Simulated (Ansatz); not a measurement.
Run this with Ansatz's Python interface and show what comes out.

The script, `c2h3nte.py`:
```python
'''Size of D3 and D4 in C2H3NTe.'''

import ansatz as az

geometry_ang = [
    ('N', (-0.064, 1.0035, 1.4413)),
    ('C', (-0.1249, 0.0834, 0.4127)),
    ('C', (-0.1613, -0.7409, -0.4754)),
    ('Te', (-0.0669, -2.1687, -1.9836)),
    ('H', (0.1204, 2.034, 1.1883)),
    ('H', (-0.3371, 0.7891, 2.4094)),
    ('H', (0.6951, -1.0685, -3.0385)),
]
geometry = az.Crystal.molecule()
for symbol, xyz in geometry_ang:
    geometry = geometry.atom(symbol, xyz)

setup = geometry.calculation().basis(gaussian='def2-SVP')
for name in ['b3lyp', 'r2scan']:
    for correction in ('d3bj', 'd4'):
        rep = setup.functional(name, dispersion=correction).run().report
        print(f'{name:8s} {correction:5s} total {rep["free_energy_ev"]:.5f} eV, of which dispersion {1000 * rep["dispersion"]["energy"]["ev"]:.2f} meV')
```

```console
$ python c2h3nte.py
b3lyp    d3bj  total -10903.12452 eV, of which dispersion -250.59 meV
b3lyp    d4    total -10903.09434 eV, of which dispersion -220.41 meV
DeckWarning: the engine holds no damping parameters fitted to this dispersion correction and functional, so the run takes those fitted to r2scan beside the three-body term, which d3bj leaves out (hamiltonian.dispersion, under Limitations)
r2scan   d3bj  total -10901.07755 eV, of which dispersion -38.52 meV
r2scan   d4    total -10901.07172 eV, of which dispersion -32.69 meV
```
(Warnings from the package without file and line.)

Caveats:
- Total energies depend on the basis set; only differences at equal settings carry meaning.
- The geometry is a force-field or estimated start, not a minimum of this method, and the basis set is short of its limit. D4 holds the three-body term, and d3bj doesn't.
- def2 sets replace the cores of elements past krypton by effective core potentials.
- b3lyp holds the VWN-RPA fit, as in Gaussian; the form of ORCA and Turbomole is b3lyp5.
- A dispersion term here runs with damping parameters fitted for another variant or functional.
- Hardware and time: 14 s on 1 thread of Arm Neoverse V1, with other jobs on the host, peak memory 0.21 GiB.
